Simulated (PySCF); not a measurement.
# C₅H₈Cl₂Si: field gradients at the nuclei

Aim: the electric field gradients and quadrupole couplings of C₅H₈Cl₂Si at several levels. Each job file holds the settings and the coordinates that a driver script hands to the program.

Program: PySCF 2.14.0, density-fitted response routines. Level of theory: the levels named in each step. These are calculated values, not measurements.

## (1) Starting point

Bond lengths (14 of 16 bonds, heavy atoms first): Cl1–Si2 2.033 Å, Si2–Cl3 2.033 Å, Si2–C4 1.876 Å, C4–C5 1.329 Å, C5–C6 1.497 Å, C6–C7 1.528 Å, Si2–C8 1.902 Å, C7–C8 1.529 Å, C4–H9 1.082 Å, C5–H10 1.084 Å, C6–H11 1.093 Å, C6–H12 1.095 Å, C7–H13 1.093 Å, C7–H14 1.092 Å. Angles (14 of 30 angles, heavy atoms first): Cl1–Si2–Cl3 108.4°, Cl1–Si2–C4 110.8°, Cl1–Si2–C8 111.4°, Cl3–Si2–C4 111.1°, Cl3–Si2–C8 111.1°, C4–Si2–C8 104.2°, Si2–C4–C5 121.6°, C4–C5–C6 125.5°, C5–C6–C7 115.0°, C6–C7–C8 112.7°, Si2–C8–C7 109.2°, Si2–C4–H9 119.8°, C5–C4–H9 118.6°, C4–C5–H10 119.8°.

As a file:

```xyz
16

Cl    1.5114    0.4384   -1.6830
Si    0.3523    0.0889   -0.0496
Cl    1.5144    0.2608    1.6094
C    -0.4378   -1.6099   -0.1460
C    -1.7579   -1.7637   -0.1702
C    -2.7631   -0.6560   -0.1082
C    -2.3146    0.5801    0.6705
C    -1.1234    1.2866    0.0221
H     0.1874   -2.4912   -0.1994
H    -2.1837   -2.7563   -0.2606
H    -3.6818   -1.0425    0.3393
H    -3.0088   -0.3626   -1.1347
H    -3.1567    1.2734    0.7368
H    -2.0501    0.2814    1.6871
H    -0.8902    2.1886    0.5890
H    -1.4050    1.6110   -0.9808
```

## (2) Geometry, PBE0-D3(BJ)/def2-SVP

job.txt reads:

```
{"job": {"xc": "PBE0", "basis": "def2-SVP", "d3": "d3bj", "grid": 2, "kind": "geom"}, "charge": 0, "multiplicity": 1}
Cl     1.511410     0.438430    -1.683010
Si     0.352310     0.088900    -0.049640
Cl     1.514380     0.260820     1.609400
C     -0.437820    -1.609920    -0.146010
C     -1.757930    -1.763710    -0.170160
C     -2.763070    -0.656010    -0.108200
C     -2.314550     0.580070     0.670460
C     -1.123350     1.286570     0.022060
H      0.187420    -2.491190    -0.199420
H     -2.183720    -2.756330    -0.260610
H     -3.681810    -1.042530     0.339350
H     -3.008770    -0.362620    -1.134680
H     -3.156680     1.273420     0.736800
H     -2.050110     0.281430     1.687150
H     -0.890170     2.188630     0.589030
H     -1.404970     1.611030    -0.980750
```

Output:

```text
step   0  E = -1404.18997570  max force = 0.034649
step   1  E = -1404.19333119  max force = 0.009863
step   2  E = -1404.19364792  max force = 0.005807
step   3  E = -1404.19387765  max force = 0.002458
step   4  E = -1404.19397974  max force = 0.001553
step   5  E = -1404.19421100  max force = 0.001998
step   6  E = -1404.19430001  max force = 0.001229
step   7  E = -1404.19433517  max force = 0.000407
step   8  E = -1404.19434610  max force = 0.000400
optimisation converged
```

Run time: 6.5 min. Hardware: 8 threads of Intel Xeon at 2.50GHz (Skylake/Cascade Lake), shared host; peak memory 0.93 GiB.

It ended at:

```xyz
16

Cl    1.6744    0.4745   -1.5205
Si    0.3142    0.0772   -0.0139
Cl    1.3433    0.2009    1.7806
C    -0.4232   -1.5959   -0.2460
C    -1.7607   -1.7376   -0.2571
C    -2.7841   -0.6658   -0.0137
C    -2.2955    0.6060    0.6762
C    -1.1092    1.2767   -0.0250
H     0.2018   -2.4752   -0.4356
H    -2.1811   -2.7293   -0.4751
H    -3.6055   -1.1055    0.5770
H    -3.2465   -0.4122   -0.9881
H    -3.1377    1.3130    0.7506
H    -2.0133    0.3606    1.7157
H    -0.8293    2.2195    0.4701
H    -1.3550    1.5200   -1.0734
```

## (3) Field gradients, PBE0/def2-TZVPP

job.txt reads:

```
{"job": {"kind": "efgt", "xc": "PBE0", "basis": "def2-TZVPP"}, "charge": 0, "multiplicity": 1}
Cl     1.674446     0.474486    -1.520465
Si     0.314175     0.077233    -0.013887
Cl     1.343269     0.200871     1.780556
C     -0.423163    -1.595944    -0.245968
C     -1.760682    -1.737583    -0.257073
C     -2.784136    -0.665776    -0.013672
C     -2.295550     0.606030     0.676200
C     -1.109188     1.276734    -0.024983
H      0.201770    -2.475195    -0.435638
H     -2.181059    -2.729319    -0.475137
H     -3.605477    -1.105541     0.577029
H     -3.246516    -0.412171    -0.988076
H     -3.137716     1.313039     0.750552
H     -2.013274     0.360614     1.715674
H     -0.829323     2.219502     0.470096
H     -1.355005     1.520010    -1.073439
```

Output:

```text
coarse grid: 15264 points
cycle   1  E = -1404.7548526739  dE =  8.905e-01  |g| = 4.952e-01  |ddm| = 3.243e+00
cycle   2  E = -1404.7474507984  dE =  7.402e-03  |g| = 5.361e-01  |ddm| = 8.962e-01
cycle   3  E = -1404.8154830994  dE = -6.803e-02  |g| = 5.809e-02  |ddm| = 4.694e-01
cycle   4  E = -1404.8160872559  dE = -6.042e-04  |g| = 2.942e-02  |ddm| = 7.467e-02
cycle   5  E = -1404.8162496658  dE = -1.624e-04  |g| = 9.906e-03  |ddm| = 2.534e-02
cycle   6  E = -1404.8162709785  dE = -2.131e-05  |g| = 3.983e-03  |ddm| = 9.645e-03
cycle   7  E = -1404.8162747804  dE = -3.802e-06  |g| = 6.616e-04  |ddm| = 3.031e-03
final grid: 206000 points
cycle   8  E = -1404.8048480684  dE = -8.448e-05  |g| = 7.696e-03  |ddm| = 1.056e-01
cycle   9  E = -1404.8048438300  dE =  4.238e-06  |g| = 8.363e-03  |ddm| = 1.343e-02
cycle  10  E = -1404.8048609376  dE = -1.711e-05  |g| = 1.116e-03  |ddm| = 6.920e-03
cycle  11  E = -1404.8048612039  dE = -2.663e-07  |g| = 2.897e-04  |ddm| = 1.231e-03
cycle  12  E = -1404.8048612199  dE = -1.604e-08  |g| = 1.344e-04  |ddm| = 3.001e-04
cycle  13  E = -1404.8048612240  dE = -4.090e-09  |g| = 3.645e-05  |ddm| = 1.077e-04
cycle  14  E = -1404.8048612243  dE = -3.051e-10  |g| = 9.836e-06  |ddm| = 3.393e-05
converged SCF energy = -1404.8048612243

Field-gradient tensors (au): xx yy zz xy xz yz
  0 Cl    0.24494   -0.93163    0.68668    0.38388   -1.49169   -0.45046
  1 Si    0.03847   -0.69354    0.65508    0.19666   -0.04007   -0.10436
  2 Cl   -0.30978   -1.04956    1.35933    0.07713    1.27919    0.17682
  3 C    -0.18361   -0.10000    0.28361   -0.04088   -0.00170   -0.07734
  4 C    -0.28269   -0.10528    0.38796   -0.02495    0.01030   -0.12235
  5 C    -0.00194    0.01113   -0.00919   -0.02572    0.00315    0.01910
  6 C     0.02020    0.00131   -0.02152    0.05365   -0.03347    0.01977
  7 C    -0.00665   -0.01877    0.02542    0.06005   -0.02261   -0.02190
  8 H     0.00173    0.13319   -0.13492   -0.19262   -0.04179    0.06034
  9 H    -0.07094    0.19774   -0.12679    0.13971    0.03072    0.07468
 10 H     0.08679   -0.06658   -0.02021    0.11932   -0.16426   -0.08375
 11 H    -0.06661   -0.10747    0.17408   -0.03955    0.14638   -0.07952
 12 H     0.10249    0.03471   -0.13720   -0.19729   -0.01936    0.01689
 13 H    -0.10543   -0.11312    0.21854   -0.01975    0.09502   -0.08457
 14 H    -0.11322    0.16419   -0.05097    0.09244    0.04364    0.16005
 15 H    -0.11413   -0.11820    0.23232   -0.01517    0.08818   -0.08507
```

Run time: 2.1 min. Hardware: 8 threads of Intel Xeon at 2.50GHz (Skylake/Cascade Lake), shared host; peak memory 2.5 GiB.

## (4) Field gradients, PBE/def2-TZVPP

Edit job.txt of step 3 so:

```diff
@@ -1,2 +1,2 @@
-{"job": {"kind": "efgt", "xc": "PBE0", "basis": "def2-TZVPP"}, "charge": 0, "multiplicity": 1}
+{"job": {"kind": "efgt", "xc": "PBE", "basis": "def2-TZVPP"}, "charge": 0, "multiplicity": 1}
 Cl     1.674446     0.474486    -1.520465
```

Output:

```text
coarse grid: 15264 points
cycle   1  E = -1404.5634849097  dE =  7.011e-01  |g| = 6.889e-01  |ddm| = 3.330e+00
cycle   2  E = -1404.3935543806  dE =  1.699e-01  |g| = 1.056e+00  |ddm| = 1.729e+00
cycle   3  E = -1404.6790892716  dE = -2.855e-01  |g| = 1.523e-01  |ddm| = 1.152e+00
cycle   4  E = -1404.6839994848  dE = -4.910e-03  |g| = 7.117e-02  |ddm| = 2.077e-01
cycle   5  E = -1404.6847965816  dE = -7.971e-04  |g| = 3.827e-02  |ddm| = 7.242e-02
cycle   6  E = -1404.6851640520  dE = -3.675e-04  |g| = 9.670e-03  |ddm| = 3.400e-02
cycle   7  E = -1404.6851851837  dE = -2.113e-05  |g| = 3.692e-03  |ddm| = 9.703e-03
cycle   8  E = -1404.6851886050  dE = -3.421e-06  |g| = 6.146e-04  |ddm| = 3.260e-03
final grid: 206000 points
cycle   9  E = -1404.6705730185  dE = -1.175e-04  |g| = 1.309e-02  |ddm| = 1.433e-01
cycle  10  E = -1404.6704962660  dE =  7.675e-05  |g| = 2.108e-02  |ddm| = 2.854e-02
cycle  11  E = -1404.6706118915  dE = -1.156e-04  |g| = 2.964e-03  |ddm| = 1.921e-02
cycle  12  E = -1404.6706137799  dE = -1.888e-06  |g| = 1.070e-03  |ddm| = 3.446e-03
cycle  13  E = -1404.6706140299  dE = -2.500e-07  |g| = 4.346e-04  |ddm| = 9.345e-04
cycle  14  E = -1404.6706140752  dE = -4.538e-08  |g| = 1.268e-04  |ddm| = 3.820e-04
cycle  15  E = -1404.6706140793  dE = -4.070e-09  |g| = 2.865e-05  |ddm| = 1.297e-04
cycle  16  E = -1404.6706140795  dE = -1.760e-10  |g| = 5.384e-06  |ddm| = 2.921e-05
converged SCF energy = -1404.6706140795

Field-gradient tensors (au): xx yy zz xy xz yz
  0 Cl    0.24573   -0.91795    0.67222    0.38460   -1.46205   -0.44068
  1 Si    0.04736   -0.67698    0.62962    0.18898   -0.03964   -0.10012
  2 Cl   -0.30024   -1.03187    1.33211    0.08155    1.25497    0.17514
  3 C    -0.17665   -0.09480    0.27145   -0.04055   -0.00244   -0.07387
  4 C    -0.26311   -0.09252    0.35563   -0.02508    0.00968   -0.11205
  5 C    -0.00435    0.00998   -0.00563   -0.02275    0.00432    0.01862
  6 C     0.02124    0.00129   -0.02253    0.05343   -0.03425    0.02065
  7 C    -0.00606   -0.01869    0.02475    0.06127   -0.02346   -0.02299
  8 H     0.00182    0.13251   -0.13434   -0.19215   -0.04168    0.06005
  9 H    -0.07043    0.19731   -0.12687    0.13924    0.03061    0.07463
 10 H     0.08655   -0.06653   -0.02002    0.11896   -0.16339   -0.08337
 11 H    -0.06618   -0.10710    0.17328   -0.03920    0.14583   -0.07930
 12 H     0.10181    0.03463   -0.13644   -0.19639   -0.01924    0.01678
 13 H    -0.10506   -0.11242    0.21748   -0.01964    0.09445   -0.08413
 14 H    -0.11266    0.16333   -0.05068    0.09198    0.04356    0.15924
 15 H    -0.11365   -0.11752    0.23116   -0.01509    0.08765   -0.08459
```

Wall time 2.1 min (8 threads of Intel Xeon at 2.50GHz (Skylake/Cascade Lake), shared host); peak memory 2.5 GiB.

## (5) Field gradients, B3LYP/def2-TZVPP

Edit job.txt of step 4 so:

```diff
@@ -1,2 +1,2 @@
-{"job": {"kind": "efgt", "xc": "PBE", "basis": "def2-TZVPP"}, "charge": 0, "multiplicity": 1}
+{"job": {"kind": "efgt", "xc": "B3LYP", "basis": "def2-TZVPP"}, "charge": 0, "multiplicity": 1}
 Cl     1.674446     0.474486    -1.520465
```

Output:

```text
coarse grid: 15264 points
cycle   1  E = -1405.4481085878  dE =  8.441e-01  |g| = 5.686e-01  |ddm| = 3.232e+00
cycle   2  E = -1405.4187321783  dE =  2.938e-02  |g| = 6.729e-01  |ddm| = 1.093e+00
cycle   3  E = -1405.5277369024  dE = -1.090e-01  |g| = 6.905e-02  |ddm| = 6.098e-01
cycle   4  E = -1405.5286226628  dE = -8.858e-04  |g| = 3.516e-02  |ddm| = 9.530e-02
cycle   5  E = -1405.5288561887  dE = -2.335e-04  |g| = 1.101e-02  |ddm| = 3.180e-02
cycle   6  E = -1405.5288800746  dE = -2.389e-05  |g| = 5.192e-03  |ddm| = 1.155e-02
cycle   7  E = -1405.5288865876  dE = -6.513e-06  |g| = 1.072e-03  |ddm| = 4.021e-03
final grid: 206000 points
cycle   8  E = -1405.5152063384  dE = -7.555e-05  |g| = 6.028e-03  |ddm| = 1.125e-01
cycle   9  E = -1405.5151997881  dE =  6.550e-06  |g| = 7.557e-03  |ddm| = 1.117e-02
cycle  10  E = -1405.5152138302  dE = -1.404e-05  |g| = 1.077e-03  |ddm| = 6.628e-03
cycle  11  E = -1405.5152140717  dE = -2.416e-07  |g| = 4.421e-04  |ddm| = 1.195e-03
cycle  12  E = -1405.5152141183  dE = -4.653e-08  |g| = 1.529e-04  |ddm| = 4.279e-04
cycle  13  E = -1405.5152141238  dE = -5.556e-09  |g| = 3.799e-05  |ddm| = 1.246e-04
cycle  14  E = -1405.5152141242  dE = -3.215e-10  |g| = 9.296e-06  |ddm| = 3.692e-05
converged SCF energy = -1405.5152141242

Field-gradient tensors (au): xx yy zz xy xz yz
  0 Cl    0.24305   -0.92812    0.68507    0.38281   -1.49426   -0.45032
  1 Si    0.03900   -0.70389    0.66489    0.20018   -0.04076   -0.10630
  2 Cl   -0.31341   -1.04634    1.35976    0.07625    1.28353    0.17823
  3 C    -0.19139   -0.10736    0.29875   -0.05089   -0.00304   -0.08110
  4 C    -0.29586   -0.10313    0.39899   -0.02152    0.01140   -0.12419
  5 C    -0.00083    0.00566   -0.00484   -0.02497    0.00316    0.01475
  6 C     0.01825   -0.00068   -0.01757    0.04842   -0.03118    0.01827
  7 C    -0.01521   -0.01912    0.03433    0.06758   -0.01946   -0.02088
  8 H     0.00249    0.13019   -0.13268   -0.18826   -0.04089    0.05912
  9 H    -0.06854    0.19340   -0.12486    0.13661    0.03000    0.07322
 10 H     0.08456   -0.06496   -0.01960    0.11638   -0.16049   -0.08179
 11 H    -0.06521   -0.10475    0.16996   -0.03868    0.14269   -0.07779
 12 H     0.10011    0.03392   -0.13404   -0.19260   -0.01870    0.01638
 13 H    -0.10247   -0.11024    0.21271   -0.01949    0.09295   -0.08261
 14 H    -0.11037    0.15995   -0.04958    0.09034    0.04274    0.15631
 15 H    -0.11140   -0.11542    0.22681   -0.01466    0.08601   -0.08258
```

Wall time 2.9 min (8 threads of Intel Xeon at 2.50GHz (Skylake/Cascade Lake), shared host); peak memory 2.5 GiB.

## (6) Field gradients, CAM-B3LYP/def2-TZVPP

Edit job.txt of step 5 so:

```diff
@@ -1,2 +1,2 @@
-{"job": {"kind": "efgt", "xc": "B3LYP", "basis": "def2-TZVPP"}, "charge": 0, "multiplicity": 1}
+{"job": {"kind": "efgt", "xc": "CAM-B3LYP", "basis": "def2-TZVPP"}, "charge": 0, "multiplicity": 1}
 Cl     1.674446     0.474486    -1.520465
```

Output:

```text
coarse grid: 15264 points
cycle   1  E = -1405.3361377531  dE =  1.079e+00  |g| = 4.723e-01  |ddm| = 3.153e+00
cycle   2  E = -1405.3583655111  dE = -2.223e-02  |g| = 4.141e-01  |ddm| = 7.764e-01
cycle   3  E = -1405.3948195946  dE = -3.645e-02  |g| = 3.948e-02  |ddm| = 3.447e-01
cycle   4  E = -1405.3951313876  dE = -3.118e-04  |g| = 1.697e-02  |ddm| = 5.986e-02
cycle   5  E = -1405.3951950208  dE = -6.363e-05  |g| = 4.732e-03  |ddm| = 1.849e-02
cycle   6  E = -1405.3952004920  dE = -5.471e-06  |g| = 1.480e-03  |ddm| = 6.275e-03
final grid: 206000 points
cycle   7  E = -1405.3826523841  dE = -5.255e-05  |g| = 5.866e-03  |ddm| = 8.109e-02
cycle   8  E = -1405.3826521941  dE =  1.900e-07  |g| = 5.581e-03  |ddm| = 9.951e-03
cycle   9  E = -1405.3826593275  dE = -7.133e-06  |g| = 5.026e-04  |ddm| = 4.417e-03
cycle  10  E = -1405.3826593819  dE = -5.435e-08  |g| = 1.725e-04  |ddm| = 6.240e-04
cycle  11  E = -1405.3826593877  dE = -5.842e-09  |g| = 5.807e-05  |ddm| = 1.880e-04
cycle  12  E = -1405.3826593885  dE = -7.817e-10  |g| = 1.541e-05  |ddm| = 4.993e-05
converged SCF energy = -1405.3826593885

Field-gradient tensors (au): xx yy zz xy xz yz
  0 Cl    0.24390   -0.93612    0.69222    0.38106   -1.50907   -0.45466
  1 Si    0.03180   -0.72253    0.69073    0.20594   -0.04126   -0.11019
  2 Cl   -0.31574   -1.05705    1.37279    0.07303    1.29494    0.17885
  3 C    -0.19129   -0.10959    0.30088   -0.05053   -0.00293   -0.08233
  4 C    -0.30365   -0.11034    0.41399   -0.02299    0.01125   -0.12909
  5 C     0.00085    0.00753   -0.00838   -0.02659    0.00291    0.01689
  6 C     0.01711    0.00023   -0.01734    0.05048   -0.03157    0.01820
  7 C    -0.01586   -0.01916    0.03501    0.06864   -0.02018   -0.02094
  8 H     0.00196    0.13111   -0.13308   -0.18882   -0.04102    0.05942
  9 H    -0.06922    0.19417   -0.12495    0.13712    0.03010    0.07340
 10 H     0.08475   -0.06508   -0.01967    0.11681   -0.16126   -0.08220
 11 H    -0.06560   -0.10510    0.17070   -0.03898    0.14320   -0.07804
 12 H     0.10077    0.03397   -0.13474   -0.19343   -0.01885    0.01645
 13 H    -0.10293   -0.11086    0.21379   -0.01955    0.09350   -0.08307
 14 H    -0.11091    0.16082   -0.04991    0.09065    0.04282    0.15709
 15 H    -0.11174   -0.11603    0.22778   -0.01486    0.08655   -0.08310
```

Wall time 2.8 min (8 threads of Intel Xeon at 2.50GHz (Skylake/Cascade Lake), shared host); peak memory 2.8 GiB.

## (7) Field gradients, HF/def2-TZVPP

Edit job.txt of step 6 so:

```diff
@@ -1,2 +1,2 @@
-{"job": {"kind": "efgt", "xc": "CAM-B3LYP", "basis": "def2-TZVPP"}, "charge": 0, "multiplicity": 1}
+{"job": {"kind": "efgt", "xc": "HF", "basis": "def2-TZVPP"}, "charge": 0, "multiplicity": 1}
 Cl     1.674446     0.474486    -1.520465
```

Output:

```text
final grid: 206000 points
cycle   1  E = -1402.0492089997  dE =  1.623e+00  |g| = 5.306e-01  |ddm| = 3.081e+00
cycle   2  E = -1402.1387163341  dE = -8.951e-02  |g| = 2.420e-01  |ddm| = 7.925e-01
cycle   3  E = -1402.1528130914  dE = -1.410e-02  |g| = 7.674e-02  |ddm| = 2.397e-01
cycle   4  E = -1402.1547928644  dE = -1.980e-03  |g| = 1.236e-02  |ddm| = 1.187e-01
cycle   5  E = -1402.1548557945  dE = -6.293e-05  |g| = 4.432e-03  |ddm| = 2.260e-02
cycle   6  E = -1402.1548642374  dE = -8.443e-06  |g| = 1.474e-03  |ddm| = 8.226e-03
cycle   7  E = -1402.1548656101  dE = -1.373e-06  |g| = 6.188e-04  |ddm| = 3.234e-03
cycle   8  E = -1402.1548658083  dE = -1.983e-07  |g| = 1.698e-04  |ddm| = 1.253e-03
cycle   9  E = -1402.1548658295  dE = -2.117e-08  |g| = 5.521e-05  |ddm| = 4.262e-04
cycle  10  E = -1402.1548658312  dE = -1.662e-09  |g| = 2.028e-05  |ddm| = 1.141e-04
cycle  11  E = -1402.1548658314  dE = -2.779e-10  |g| = 8.421e-06  |ddm| = 4.306e-05
converged SCF energy = -1402.1548658314

Field-gradient tensors (au): xx yy zz xy xz yz
  0 Cl    0.22845   -0.91049    0.68204    0.36482   -1.49194   -0.44936
  1 Si    0.01681   -0.74013    0.72332    0.21890   -0.04192   -0.11585
  2 Cl   -0.32317   -1.03151    1.35468    0.06251    1.27911    0.17460
  3 C    -0.20396   -0.11629    0.32025   -0.06130   -0.00321   -0.08691
  4 C    -0.35293   -0.13066    0.48359   -0.01279    0.01455   -0.14994
  5 C     0.00704   -0.00328   -0.00376   -0.02923   -0.00086    0.00472
  6 C     0.01389   -0.00499   -0.00890    0.03510   -0.02333    0.01214
  7 C    -0.03076   -0.01600    0.04676    0.06879   -0.00935   -0.01429
  8 H     0.00279    0.13451   -0.13730   -0.19295   -0.04199    0.06111
  9 H    -0.07094    0.19792   -0.12698    0.14045    0.03088    0.07469
 10 H     0.08681   -0.06643   -0.02038    0.11954   -0.16584   -0.08447
 11 H    -0.06753   -0.10784    0.17537   -0.04030    0.14682   -0.07993
 12 H     0.10386    0.03464   -0.13850   -0.19872   -0.01934    0.01705
 13 H    -0.10531   -0.11417    0.21948   -0.02038    0.09633   -0.08528
 14 H    -0.11404    0.16524   -0.05121    0.09328    0.04391    0.16135
 15 H    -0.11491   -0.11928    0.23419   -0.01502    0.08905   -0.08533
```

Wall time 46 s (8 threads of Intel Xeon at 2.50GHz (Skylake/Cascade Lake), shared host); peak memory 2.8 GiB.

## (8) Comparison

Largest principal value Vzz, in atomic units:

| atom | PBE0/def2-TZVPP | PBE/def2-TZVPP | B3LYP/def2-TZVPP | CAM-B3LYP/def2-TZVPP | HF/def2-TZVPP |
| --- | --- | --- | --- | --- | --- |
| Cl1 | 2.0897 | 2.0517 | 2.0903 | 2.1092 | 2.0764 |
| Si2 | -0.7490 | -0.7290 | -0.7605 | -0.7814 | -0.8056 |
| Cl3 | 2.0640 | 2.0251 | 2.0672 | 2.0861 | 2.0563 |
| C4 | 0.2987 | 0.2858 | 0.3144 | 0.3169 | 0.3370 |
| C5 | 0.4170 | 0.3824 | 0.4284 | 0.4444 | 0.5186 |
| C6 | 0.0353 | 0.0314 | 0.0301 | 0.0339 | 0.0319 |
| C7 | -0.0714 | -0.0724 | -0.0653 | -0.0668 | -0.0473 |
| C8 | -0.0731 | -0.0740 | -0.0848 | -0.0862 | -0.0926 |
| H9 | 0.2838 | 0.2829 | 0.2777 | 0.2788 | 0.2855 |
| H10 | 0.2735 | 0.2729 | 0.2676 | 0.2686 | 0.2742 |
| H11 | 0.2693 | 0.2682 | 0.2629 | 0.2640 | 0.2710 |
| H12 | 0.2644 | 0.2634 | 0.2581 | 0.2591 | 0.2659 |
| H13 | 0.2704 | 0.2691 | 0.2640 | 0.2652 | 0.2726 |
| H14 | 0.2643 | 0.2630 | 0.2576 | 0.2590 | 0.2661 |
| H15 | 0.2762 | 0.2749 | 0.2696 | 0.2709 | 0.2783 |
| H16 | 0.2725 | 0.2711 | 0.2658 | 0.2671 | 0.2746 |
| CPU time | 4.8 min | 7.1 min | 5.4 min | 5.3 min | 98 s |

Couplings eQVzz/h in MHz (234.9647 × Q in barn × Vzz), with Q = -0.08112 (35Cl), 0.00285783 (2H):

| nucleus | PBE0/def2-TZVPP | PBE/def2-TZVPP | B3LYP/def2-TZVPP | CAM-B3LYP/def2-TZVPP | HF/def2-TZVPP |
| --- | --- | --- | --- | --- | --- |
| 35Cl (atom 1) | -39.830 | -39.106 | -39.842 | -40.203 | -39.577 |
| 35Cl (atom 3) | -39.341 | -38.600 | -39.402 | -39.762 | -39.194 |
| 2H (atom 9) | 0.191 | 0.190 | 0.186 | 0.187 | 0.192 |
| 2H (atom 10) | 0.184 | 0.183 | 0.180 | 0.180 | 0.184 |
| 2H (atom 11) | 0.181 | 0.180 | 0.177 | 0.177 | 0.182 |
| 2H (atom 12) | 0.178 | 0.177 | 0.173 | 0.174 | 0.179 |
| 2H (atom 13) | 0.182 | 0.181 | 0.177 | 0.178 | 0.183 |
| 2H (atom 14) | 0.177 | 0.177 | 0.173 | 0.174 | 0.179 |
| 2H (atom 15) | 0.185 | 0.185 | 0.181 | 0.182 | 0.187 |
| 2H (atom 16) | 0.183 | 0.182 | 0.178 | 0.179 | 0.184 |

## (9) Summary of results

| quantity | value |
| --- | --- |
| coupling of 35Cl (atom 1), PBE0/def2-TZVPP | -39.830 MHz |
| coupling of 35Cl (atom 3), PBE0/def2-TZVPP | -39.341 MHz |
| coupling of 2H (atom 9), PBE0/def2-TZVPP | 0.191 MHz |
| coupling of 2H (atom 10), PBE0/def2-TZVPP | 0.184 MHz |
| coupling of 2H (atom 11), PBE0/def2-TZVPP | 0.181 MHz |

**Reading.** The largest coupling, that of 35Cl, runs from -40.203 (CAM-B3LYP/def2-TZVPP) to -39.106 MHz (PBE/def2-TZVPP). The gradients are non-relativistic, at the equilibrium geometry and in principal axes; measured couplings hold vibrational averaging and refer to the inertial axes. The def2 sets are stiff near the nuclei, which limits their accuracy.
